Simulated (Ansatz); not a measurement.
# CH7AlOSi: how energies converge with the basis set

Aim: see how fast density functionals converge with the basis set for CH7AlOSi.

Program: Ansatz 0.2.0, Gaussian basis. Level of theory: one geometry, several basis sets. These are calculated values, not measurements.

The runs, in order: PBE0-D4/def2-SVP; ωB97M-V/def2-SVP; PBE0-D4/def2-QZVPP; ωB97M-V/def2-QZVPP; the functionals' def2-TZVPP values are taken from earlier runs.

## Step 1: The geometry

The geometry comes from an earlier relaxation with PBE0-D4 in a triple-zeta def2 set; it is a stationary point, not always the lowest conformer.

11 atoms, charge 0, spin multiplicity 1.

Atoms are counted from 1 here; the program's logs count them from 0.

Bond lengths: C1–Al2 1.943 Å, C1–H5 1.093 Å, C1–H6 1.095 Å, C1–H7 1.095 Å, Al2–O3 1.702 Å, Al2–Si4 2.461 Å, O3–H8 0.956 Å, Si4–H9 1.493 Å, Si4–H10 1.493 Å, Si4–H11 1.492 Å. Angles: Al2–C1–H5 111.6°, Al2–C1–H6 111.2°, Al2–C1–H7 111.1°, H5–C1–H6 108.2°, H5–C1–H7 108.1°, H6–C1–H7 106.5°, C1–Al2–O3 117.0°, C1–Al2–Si4 124.3°, O3–Al2–Si4 118.7°, Al2–O3–H8 122.9°, Al2–Si4–H9 111.6°, Al2–Si4–H10 111.5°, Al2–Si4–H11 112.7°, H9–Si4–H10 106.5°, H9–Si4–H11 107.1°, H10–Si4–H11 107.0°.

## Step 2: PBE0-D4 in def2-SVP

File in.yaml:

```yaml
crystal:
  periodic: [false, false, false]
  atoms:
    - {symbol: C, position_ang: [0.143710, 1.954104, 0.509202]}
    - {symbol: Al, position_ang: [0.410335, 0.031327, 0.423579]}
    - {symbol: O, position_ang: [1.566356, -0.637221, 1.478736]}
    - {symbol: Si, position_ang: [-0.806484, -1.469544, -1.101117]}
    - {symbol: H, position_ang: [0.781814, 2.415466, 1.266708]}
    - {symbol: H, position_ang: [-0.897026, 2.198780, 0.744957]}
    - {symbol: H, position_ang: [0.363636, 2.425990, -0.453998]}
    - {symbol: H, position_ang: [1.764066, -1.571940, 1.506913]}
    - {symbol: H, position_ang: [-2.282724, -1.379394, -0.899147]}
    - {symbol: H, position_ang: [-0.551436, -1.122690, -2.530516]}
    - {symbol: H, position_ang: [-0.426945, -2.901779, -0.924718]}
basis:
  gaussian: {orbitals: def2-SVP}
hamiltonian: {xc: pbe0, dispersion: d4}
output: {orbitals: {seedname: orbitals}}
```

The run is started by

```sh
> ansatz run in.yaml --threads 2 --pin off --events-out ev --progress --plain --max-ram 4352MiB
```

Further steps of the session: ωB97M-V in def2-SVP; PBE0-D4 in def2-QZVPP; ωB97M-V in def2-QZVPP.

**Question.** What will the summary of the whole plan be? Wanted: PBE0-D4: double and triple zeta above quadruple; ωB97M-V: double and triple zeta above quadruple.

The runs gave:

| quantity | value |
| --- | --- |
| PBE0-D4: double and triple zeta above quadruple | 9.65, 0.67 eV |
| ωB97M-V: double and triple zeta above quadruple | 9.79, 0.64 eV |

What this shows: PBE0-D4 gains 8.98 eV from double to triple zeta, then 0.67 eV more. Total energies overstate the basis error of differences, where much of it tends to cancel.
